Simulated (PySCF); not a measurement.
**A workflow on SiHClOF2 (SMILES O[Si](F)(F)Cl)**

Aim: a structure relaxation (HF-D3(BJ)/DZVP2), then vibrational wavenumbers, then the energy (NEVPT2(4,4)/6-31++G**), then the vertical excitations (ADC(2)/pcseg-1) of SiHClOF2. The job is set up through a Python script.

The calculation is run with PySCF 2.14.0.

### Step 1. The molecule

SiHClOF2 has 6 atoms, charge 0, and is taken as a singlet. As SMILES, `O[Si](F)(F)Cl`. The shape comes from a force field and isn't a relaxed structure. This is one conformer, not always the lowest. The run starts from this shape.

Bond lengths: O1–Si2 1.617 Å, Si2–F3 1.564 Å, Si2–F4 1.562 Å, Si2–Cl5 2.043 Å, O1–H6 1.032 Å. Angles: O1–Si2–F3 107.9°, O1–Si2–F4 110.9°, O1–Si2–Cl5 107.9°, F3–Si2–F4 109.1°, F3–Si2–Cl5 111.7°, F4–Si2–Cl5 109.3°, Si2–O1–H6 112.2°.

### Step 2. A structure relaxation at HF-D3(BJ)/DZVP2 (sfX2C, density fitting with def2-universal-jkfit) (run 1)

File input.py:

```python
from pyscf import gto, scf
from pyscf.geomopt.geometric_solver import kernel as optimise

mol = gto.Mole()
mol.atom = [
    ('O', (-0.752600, 0.104300, 1.049300)),
    ('Si', (0.336400, -0.180200, -0.111000)),
    ('F', (1.637800, -0.716200, 0.570500)),
    ('F', (-0.189600, -1.251300, -1.118900)),
    ('Cl', (0.672200, 1.574500, -1.102000)),
    ('H', (-1.662100, 0.404900, 0.665900)),
]
mol.verbose = 3
mol.charge = 0
mol.max_memory = 1860
mol.basis = 'dzvp2'
mol.build()

mf = scf.RHF(mol)
mf = mf.sfx2c1e()
mf = mf.density_fit(auxbasis='def2-universal-jkfit')
mf.disp = 'd3bj'
converged, mol_eq = optimise(mf, maxsteps=100)
print('converged:', converged)
print(mol_eq.tostring())

mf.reset(mol_eq)
mol = mol_eq
mf.kernel()
energy = mf.e_tot
print('E(%s) = %.9f' % ('HF', energy))
```

The run is started by

```
$ OMP_NUM_THREADS=1 python input.py
```

Standard output:

```text
maxiter                   100
----------------------------------------------------------
Custom engine selected.
Bonds will be generated from interatomic distances less than 1.20 times sum of covalent radii
18 internal coordinates being used (instead of 18 Cartesians)
Internal coordinate system (atoms numbered from 1):
Distance 1-2
Distance 1-6
Distance 2-3
Distance 2-4
Distance 2-5
Angle 2-1-6
Angle 1-2-3
Angle 1-2-4
Angle 1-2-5
Angle 3-2-4
Angle 3-2-5
Angle 4-2-5
Dihedral 6-1-2-3
Dihedral 6-1-2-4
Dihedral 6-1-2-5
Translation-X 1-6
Translation-Y 1-6
Translation-Z 1-6
Rotation-A 1-6
Rotation-B 1-6
Rotation-C 1-6
> ===== Optimization Info: ====
> Job type: Energy minimization
> Maximum number of optimization cycles: 100
> Initial / maximum trust radius (Angstrom): 0.100 / 0.300
> Convergence Criteria:
> Will converge when all 5 criteria are reached:
>  |Delta-E| < 1.00e-06
>  RMS-Grad  < 3.00e-04
>  Max-Grad  < 4.50e-04
>  RMS-Disp  < 1.20e-03
>  Max-Disp  < 1.80e-03
> === End Optimization Info ===

[... 10 lines left out ...]
WARN: Mole.unit (angstrom) is changed to Bohr
[... 12 lines left out ...]
Step    0 : Gradient = 4.681e-02/7.953e-02 (rms/max) Energy = -1025.0311051035
[... 34 lines left out ...]
converged SCF energy = -1025.04092996849
[... 45 lines left out ...]
converged SCF energy = -1025.04108410939
[... 45 lines left out ...]
converged SCF energy = -1025.0410859794
[... 45 lines left out ...]
converged SCF energy = -1025.04108952463
[... 45 lines left out ...]
converged SCF energy = -1025.04109190306
[... 35 lines left out ...]
Converged! =D
[... 1 line left out ...]
converged: True
O          -0.79985133        0.07036230        1.00069849
Si          0.30764423       -0.15389355       -0.12257868
F           1.59835815       -0.67561119        0.58392651
F          -0.13974316       -1.24007438       -1.16087520
Cl          0.72760656        1.52565128       -1.14215606
H          -1.65191446        0.40956555        0.79478494
converged SCF energy = -1025.04109197136
E(HF) = -1025.041091971
```

Wall time 43 s (1 thread of Arm Neoverse V2, shared host); peak memory 0.24 GiB.

Step by step:

```
step  energy from the first frame kept (eV)  largest force (eV/Å)
   0                                 0.0000                4.0893
   1                                -0.2506                0.8498
   2                                -0.2673                0.2656
   3                                -0.2714                0.0627
   4                                -0.2715                0.0264
   5                                -0.2716                0.0073
   6                                -0.2716                0.0139
   7                                -0.2716                0.0307
   8                                -0.2717                0.0376
   9                                -0.2717                0.0256
  10                                -0.2718                0.0073
  11                                -0.2718                0.0005
```

After the run. Bond lengths: O1–Si2 1.593 Å, Si2–F3 1.561 Å, Si2–F4 1.568 Å, Si2–Cl5 2.009 Å, O1–H6 0.940 Å. Angles: O1–Si2–F3 107.6°, O1–Si2–F4 111.5°, O1–Si2–Cl5 112.7°, F3–Si2–F4 107.7°, F3–Si2–Cl5 109.6°, F4–Si2–Cl5 107.6°, Si2–O1–H6 121.8°.

### Step 3. The harmonic vibrations at HF-D3(BJ)/DZVP2 (sfX2C, density fitting with def2-universal-jkfit) (run 2)

File run.py:

```python
# O[Si](F)(F)Cl
import numpy
from pyscf import gto, symm
from pyscf.hessian import thermo

mol = gto.Mole()
mol.atom = [
    ('O', (-1.202114, -0.055418, 1.321975)),
    ('Si', (-0.094619, -0.279674, 0.198698)),
    ('F', (1.196095, -0.801391, 0.905204)),
    ('F', (-0.542006, -1.365854, -0.839598)),
    ('Cl', (0.325344, 1.399871, -0.820879)),
    ('H', (-2.054177, 0.283786, 1.116062)),
]
mol.basis = 'dzvp2'
mol.max_memory = 1860
mol.verbose = 3
mol.build()

calc0 = mol.RHF()
calc0 = calc0.x2c()
calc0 = calc0.density_fit(auxbasis='def2-universal-jkfit')
calc0.disp = 'd3bj'
calc0.kernel()

e_final = calc0.e_tot
print('E = %.10f Eh' % e_final)
hess = calc0.Hessian().kernel()
modes = thermo.harmonic_analysis(mol, hess)
print('frequencies (1/cm)', numpy.round(modes['freq_wavenumber'], 1))
symm.geom.TOLERANCE = 1e-3  # for the symmetry number
th = thermo.thermo(calc0, modes['freq_au'], 800, 101325)
thermo.dump_thermo(mol, th)
```

The run is started by

```
$ OMP_NUM_THREADS=1 python run.py
```

Standard output:

```text
converged SCF energy = -1025.04109197123
E = -1025.0410919712 Eh

WARN: DFTD3 does not support analytical Hessian, using finite difference

WARN: Mole.unit (angstrom) is changed to Bohr

frequencies (1/cm) [ 138.   237.1  263.7  350.8  361.6  370.4  614.   847.3  917.7 1053.1
 1096.2 4270.8]
temperature 800.0000 [K]
pressure 101325.00 [Pa]
Rotational constants [GHz] 4.11548 2.46739 2.45476
Symmetry number 1
Zero-point energy (ZPE) 0.02397 [Eh]   62928.142 [J/mol]
                           tot       elec      trans        rot        vib
Entropy [J/mol/K]       426.644      0.000    188.817    125.103    112.725
Cv [J/mol/K]            107.223      0.000     12.472     12.472     82.280
Cp [J/mol/K]            115.538      0.000     20.786     12.472     82.280
Internal energy [J/mol]                      9977.352   9977.352 106944.431
Internal energy [Eh]   -1024.99276  -1025.04109
Enthalpy [J/mol]                            16628.920   9977.352 106944.431
Enthalpy [Eh]          -1024.99023
Gibbs free energy [J/mol]                  -134424.985 -90104.652  16764.804
Gibbs free energy [Eh] -1025.12023
```

Wall time 75 s (1 thread of Arm Neoverse V2, shared host); peak memory 0.69 GiB.

### Step 4. The energy at NEVPT2(4,4)/6-31++G(d,p) (spherical functions) (run 3)

File run.py:

```python
from pyscf import gto, scf, mcscf, mrpt

molecule = gto.M(
    atom='''
O     -0.799851     0.070362     1.000698
Si     0.307644    -0.153894    -0.122579
F      1.598358    -0.675611     0.583927
F     -0.139743    -1.240074    -1.160875
Cl     0.727607     1.525651    -1.142156
H     -1.651914     0.409566     0.794785
''',
    basis='6-31++g**',
    verbose=3,
    spin=0,
    max_memory=1860,
)

mf = scf.RHF(molecule)
mf.kernel()

cas = mcscf.CASSCF(mf, 4, 4)
cas.fix_spin_(ss=0.0)
cas.natorb = True
cas.kernel()
e_pt2 = mrpt.NEVPT(cas).kernel()
e_final = cas.e_tot + e_pt2
print('E(%s) = %.9f' % ('NEVPT2', e_final))
```

The run is started by

```
$ OMP_NUM_THREADS=1 python run.py
```

Standard output:

```text
converged SCF energy = -1022.97511974948
CASSCF energy = -1023.00297318383
CASCI E = -1023.00297318383  E(CI) = -5.05223200061732  S^2 = 0.0000000
Sr    (-1)',   E = -0.00560540040823
Si    (+1)',   E = -0.00021118803910
Sijrs (0)  ,   E = -0.62024187368881
Sijr  (+1) ,   E = -0.01272710643151
Srsi  (-1) ,   E = -0.04550717428643
Srs   (-2) ,   E = -0.01714043474684
Sij   (+2) ,   E = -0.00110178101740
Sir   (0)' ,   E = -0.02755549694491
Nevpt2 Energy = -0.730090455563236
E(NEVPT2) = -1023.733063639
```

Wall time 2.4 min (1 thread of Arm Neoverse V2, shared host); peak memory 0.37 GiB.

The run stopped without converging.

### Step 5. The excited states at ADC(2)/pcseg-1 (root kind ee) (run 4)

File input.py:

```python
from pyscf import gto, adc

mol = gto.M(
    atom=[
    ('O', (-0.799851, 0.070362, 1.000698)),
    ('Si', (0.307644, -0.153894, -0.122579)),
    ('F', (1.598358, -0.675611, 0.583927)),
    ('F', (-0.139743, -1.240074, -1.160875)),
    ('Cl', (0.727607, 1.525651, -1.142156)),
    ('H', (-1.651914, 0.409566, 0.794785)),
],
    basis='pcseg-1',
    verbose=4,
    max_memory=1860,
    charge=0,
    spin=0,
)

mf = mol.RHF()
mf.kernel()

myadc = adc.ADC(mf, frozen=13)
myadc.method = 'adc(2)'

myadc.method_type = 'ee'
e, vec, osc, x = myadc.kernel(nroots=4)

roots = e * 27.211386
print('root  energy (eV)  strength')
for i, (w, f) in enumerate(zip(roots, osc), 1):
    print('%3d %10.4f %10.5f' % (i, w, f))
```

The run is started by

```
$ OMP_NUM_THREADS=1 python input.py
```

Standard output:

```text
PySCF version 2.14.0

[... 60 lines left out ...]
converged SCF energy = -1022.85116426899
[... 1 line left out ...]
******** <class 'pyscf.adc.radc.RADC'> ********
******** ADC Orbital Information ********
Number of Frozen Occupied Orbitals: 13
Number of Frozen Virtual Orbitals: 0
Number of Active Occupied Orbitals: 16
Number of Active Virtual Orbitals: 54
*****************************************
Reference correlation energy (doubles): -0.76921501
MP2 correlation energy of reference state (a.u.) = -0.76921501

******** <class 'pyscf.adc.radc_ee.RADCEE'> ********
max_space = 12
max_cycle = 50
conv_tol = 1e-08

*************************************************************
        ADC calculation summary (singlet states only)
*************************************************************
adc(2) root 0  |  Energy (Eh) =   0.3465477845  |  Energy (eV) =   9.43004554  |  Osc. strength = 0.04842614  |  conv = True
adc(2) root 1  |  Energy (Eh) =   0.3684899961  |  Energy (eV) =  10.02712353  |  Osc. strength = 0.03958473  |  conv = True
adc(2) root 2  |  Energy (Eh) =   0.3771593168  |  Energy (eV) =  10.26302776  |  Osc. strength = 0.10319647  |  conv = True
adc(2) root 3  |  Energy (Eh) =   0.3922924908  |  Energy (eV) =  10.67482240  |  Osc. strength = 0.08946562  |  conv = True
root  energy (eV)  strength
  1     9.4300    0.04843
  2    10.0271    0.03958
  3    10.2630    0.10320
  4    10.6748    0.08947
```

Run time: 24 s. Hardware: 1 thread of Arm Neoverse V2, shared host; peak memory 0.73 GiB.

The roots found:

```
excited state  energy (eV)  strength
            1        9.430    0.0484
            2       10.027    0.0396
            3       10.263    0.1032
            4       10.675    0.0895
```

### Step 6. Outcome

```
                                                                      quantity                      value
                               run 1, HF-D3(BJ)/DZVP2: total energy at the end             -1025.04109 Eh
                                         run 1, HF-D3(BJ)/DZVP2: dipole moment                     2.37 D
                                           run 1, HF-D3(BJ)/DZVP2: HOMO energy                  -13.55 eV
                                           run 1, HF-D3(BJ)/DZVP2: LUMO energy                    4.06 eV
                                         run 1, HF-D3(BJ)/DZVP2: HOMO–LUMO gap                   17.61 eV
                                     run 1, HF-D3(BJ)/DZVP2: dispersion energy              -99.51 kJ/mol
                            run 2, HF-D3(BJ)/DZVP2: lowest harmonic wavenumber                   138 cm⁻¹
                           run 2, HF-D3(BJ)/DZVP2: highest harmonic wavenumber                  4271 cm⁻¹
                                     run 2, HF-D3(BJ)/DZVP2: zero-point energy                62.9 kJ/mol
run 2, HF-D3(BJ)/DZVP2: ideal-gas entropy at 800 K (symmetry number 1 as used)          102.0 cal/(mol K)
                   run 4, ADC(2)/pcseg-1: dipole moment (Hartree–Fock density)                     2.44 D
                    run 4, ADC(2)/pcseg-1: HOMO energy (Hartree–Fock orbitals)                  -13.63 eV
                    run 4, ADC(2)/pcseg-1: LUMO energy (Hartree–Fock orbitals)                    3.56 eV
                  run 4, ADC(2)/pcseg-1: HOMO–LUMO gap (Hartree–Fock orbitals)                   17.19 eV
           run 4, ADC(2)/pcseg-1: correlation energy (13 core orbitals frozen)                 -769.2 mEh
                               run 4, ADC(2)/pcseg-1: lowest excitation energy                    9.43 eV
                                                  run 3, NEVPT2(4,4)/6-31++G**  no result (not converged)
```

In words: The optimisation (run 1, HF-D3(BJ)/DZVP2) took 11 steps and changed the energy by -0.272 eV. All 12 modes (run 2, HF-D3(BJ)/DZVP2) are real, so the shape is a minimum at this level. Mulliken charges (run 2, HF-D3(BJ)/DZVP2) run from -0.63 on O1 to +1.48 on Si2. The brightest of the 4 transitions from the ground state lies at 10.26 eV (121 nm, f = 0.103); the lowest, at 9.43 eV, has f = 0.048. The basis has no diffuse functions, so Rydberg states are missing or pushed up, and the true lowest state may lie lower. Mulliken charges (run 4, ADC(2)/pcseg-1) of the mean-field density run from -0.58 on O1 to +1.59 on Si2. 1 of the 4 runs did not end normally.
